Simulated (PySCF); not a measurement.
# One shape, several levels: InCl (SMILES [Cl][In])

Wanted: a comparison of 6 runs (HF/STO-3G, HF/def2-SVP, PBE/def2-SVP, PBE0/def2-SVP, B2PLYP/def2-SVPD, MP2/3-21G) of InCl. The job is set up through a Python script.

The results are computed with PySCF 2.14.0.

### 1 Starting point

The species is InCl (2 atoms), meant as a singlet with charge 0. As SMILES, `[Cl][In]`. The shape comes from GFN2-xTB, which is rough for such elements, and wasn't checked as a minimum.

Bond lengths: Cl1–In2 2.386 Å.

### 2 Energy and forces at HF/STO-3G (run 1)

Input file input.xyz:

```xyz
2

Cl     0.000000     0.000000     0.000000
In     0.000000     0.000000     2.385660
```

Input file job.py:

```python
import pyscf.grad
from pyscf import gto, scf

system = gto.M(
    atom='input.xyz',
    basis='sto-3g',
    verbose=4,
    max_memory=1860,
)

mf = scf.RHF(system)
mf.conv_tol = 1e-10
mf.kernel()
if not mf.converged:
    mf = mf.newton().run(mf.mo_coeff, mf.mo_occ)

e_final = mf.e_tot
print('E(%s) = %.9f' % ('HF', e_final))
grad = mf.Gradients().kernel()
dip = mf.dip_moment()
pop, q = mf.mulliken_pop()
```

The run is started by

```
$ OMP_NUM_THREADS=1 python job.py
```

The program printed:

```text
PySCF version 2.14.0

[... 54 lines left out ...]
converged SCF energy = -6137.5201818051
[... 9 lines left out ...]
Dipole moment(X, Y, Z, Debye):  0.00000,  0.00000,  3.58791
[... 39 lines left out ...]
charge of    1In =      0.54766
```

Run time: 8.2 s. Hardware: 1 thread of Intel Xeon at 2.50GHz (Skylake/Cascade Lake), shared host; peak memory 0.12 GiB.

### 3 Energy and forces at HF/def2-SVP (core potential) (run 2)

Input file input.py:

```python
# InCl
from pyscf import gto

system = gto.M(
    atom='''
Cl   0.000000   0.000000   0.000000
In   0.000000   0.000000   2.385660
''',
    basis='def2-svp',
    verbose=4,
    max_memory=1860,
    charge=0,
    spin=0,
    ecp={'In': 'def2-svp'},
)

mf = system.RHF()
mf.conv_tol = 1e-10
mf.kernel()
if not mf.converged:
    mf = mf.newton().run(mf.mo_coeff, mf.mo_occ)

etot = mf.e_tot
print(f'total energy: {etot:.8f} hartree')
grad = mf.nuc_grad_method().kernel()
mf.analyze()
```

The run is started by

```
$ OMP_NUM_THREADS=1 python input.py
```

The program printed:

```text
PySCF version 2.14.0

[... 71 lines left out ...]
Two-electron Coulomb Energy =          444.654852893990494
[... 10 lines left out ...]
MO #8   energy= -3.64963523462789  occ= 2
[... 8 lines left out ...]
MO #17  energy= -0.418918854684345 occ= 2
[... 8 lines left out ...]
MO #26  energy= 0.334190635428477  occ= 0
[... 8 lines left out ...]
MO #35  energy= 1.11471541675558   occ= 0
[... 8 lines left out ...]
MO #44  energy= 61.6623994903954   occ= 0
[... 49 lines left out ...]
Dipole moment(X, Y, Z, Debye):  0.00000, -0.00000,  3.02584
```

Wall time 5.8 s (1 thread of Intel Xeon at 2.50GHz (Skylake/Cascade Lake), shared host); peak memory 0.12 GiB.

Run 3 isn't shown in full; the table further down has it.

### 4 Energy and gradient at PBE0/def2-SVP (core potential) (run 4)

Input file input.py:

```python
from pyscf import gto, dft

mol = gto.M(
    atom='''
Cl     0.000000     0.000000     0.000000
In     0.000000     0.000000     4.508244
''',
    max_memory=1860,
    basis='def2-svp',
    verbose=3,
    unit='bohr',
    ecp={'In': 'def2-svp'},
)

calc0 = dft.RKS(mol, xc='pbe0')
calc0.grids.level = 5
calc0.conv_tol = 1e-10
calc0.kernel()
if not calc0.converged:
    calc0 = calc0.newton().run(calc0.mo_coeff, calc0.mo_occ)

etot = calc0.e_tot
print('Final energy', etot)
grad = calc0.nuc_grad_method().kernel()
calc0.analyze()
```

The run is started by

```
$ OMP_NUM_THREADS=1 python input.py
```

The program printed:

```text
converged SCF energy = -650.113537561175
[... 10 lines left out ...]
MO #4   energy= -7.21088800190626  occ= 2
[... 7 lines left out ...]
MO #12  energy= -0.786991230115964 occ= 2
[... 7 lines left out ...]
MO #20  energy= -0.0604173068378639 occ= 0
[... 7 lines left out ...]
MO #28  energy= 0.335877991300695  occ= 0
[... 7 lines left out ...]
MO #36  energy= 0.857976296682272  occ= 0
[... 7 lines left out ...]
MO #44  energy= 61.1483449413418   occ= 0
[... 3 lines left out ...]
Dipole moment(X, Y, Z, Debye): -0.00000, -0.00000,  2.89746
```

It took 16 s on 1 thread of Intel Xeon at 2.50GHz (Skylake/Cascade Lake), shared host; peak memory 0.46 GiB.

Run 5 isn't shown in full; the table further down has it.

### 5 Energy and forces at MP2/3-21G (run 6)

Input file calc.py:

```python
# InCl
import pyscf.grad
from pyscf import gto, mp

system = gto.M(
    atom='''
Cl     0.000000     0.000000     0.000000
In     0.000000     0.000000     4.508244
''',
    max_memory=1860,
    basis='3-21g',
    spin=0,
    verbose=3,
    unit='bohr',
    charge=0,
)

mf = system.RHF()
mf.conv_tol = 1e-10
mf.kernel()
if not mf.converged:
    mf = mf.newton().run(mf.mo_coeff, mf.mo_occ)

pt = mp.MP2(mf, frozen=23).run()
energy = pt.e_tot
print('E = %.10f Eh' % energy)
grad = pt.Gradients().kernel()
mf.analyze()
```

The run is started by

```
$ OMP_NUM_THREADS=1 python calc.py
```

The program printed:

```text
converged SCF energy = -6172.12264886418
[... 12 lines left out ...]
MO #4   energy= -138.111746202357  occ= 2
[... 7 lines left out ...]
MO #12  energy= -17.5073472353596  occ= 2
[... 7 lines left out ...]
MO #20  energy= -5.01748876688305  occ= 2
[... 7 lines left out ...]
MO #28  energy= -1.1102464887878   occ= 2
[... 7 lines left out ...]
MO #36  energy= 0.092965259366089  occ= 0
[... 7 lines left out ...]
MO #44  energy= 0.965719865501629  occ= 0
[... 3 lines left out ...]
Dipole moment(X, Y, Z, Debye):  0.00000, -0.00000,  3.90919
```

Run time: 8.8 s. Hardware: 1 thread of Intel Xeon at 2.50GHz (Skylake/Cascade Lake), shared host; peak memory 0.2 GiB.

### 6 Overview of the runs

```
run                              level  core potential  integration grid   energy (Eh)  dipole moment (D) of the reference  HOMO energy (eV)  LUMO energy (eV)  wall time
  1                          HF/STO-3G               –                 –  -6137.520182                                3.59             -5.39              5.42      8.2 s
  2       HF/def2-SVP (core potential)        def2-svp                 –   -648.647213                                3.03             -9.01              0.70      5.8 s
  3      PBE/def2-SVP (core potential)        def2-svp                 5   -650.079245                                2.62             -6.13             -2.27       15 s
  4     PBE0/def2-SVP (core potential)        def2-svp                 5   -650.113538                                2.90             -7.10             -1.64       16 s
  5  B2PLYP/def2-SVPD (core potential)        def2-svp                 5   -649.860304                                3.50             -8.06             -0.95       14 s
  6                          MP2/3-21G               –                 –  -6172.195533                                3.91             -8.88              0.44      8.8 s
```

### 7 Summary of results

```
                                           quantity           value
                                run 6: total energy  -6172.19553 Eh
        run 6: dipole moment (Hartree–Fock density)          3.91 D
         run 6: HOMO energy (Hartree–Fock orbitals)        -8.88 eV
         run 6: LUMO energy (Hartree–Fock orbitals)         0.44 eV
       run 6: HOMO–LUMO gap (Hartree–Fock orbitals)         9.32 eV
run 6: correlation energy (23 core orbitals frozen)       -72.9 mEh
                    run 6: largest force on an atom      1.477 eV/Å
```

In words: Over runs 1, 2, 3, 4, 5 the dipole moment (its size) runs from 2.62 D (PBE/def2-SVP) to 3.59 D (HF/STO-3G). The two ends differ in method and basis and core potential. Over runs 1, 2, 3, 4, 5 the HOMO–LUMO gap runs from 3.85 eV (PBE/def2-SVP) to 10.81 eV (HF/STO-3G). Totals of different functionals can't be ranked against each other. Some runs of one species differ in core potentials or relativity; totals across that change don't compare. In run 1 the basis is minimal, so the values are rough. In runs 1, 6 relativity is left out where basis or elements ask for it. All runs together took 68 s, the longest 16 s.
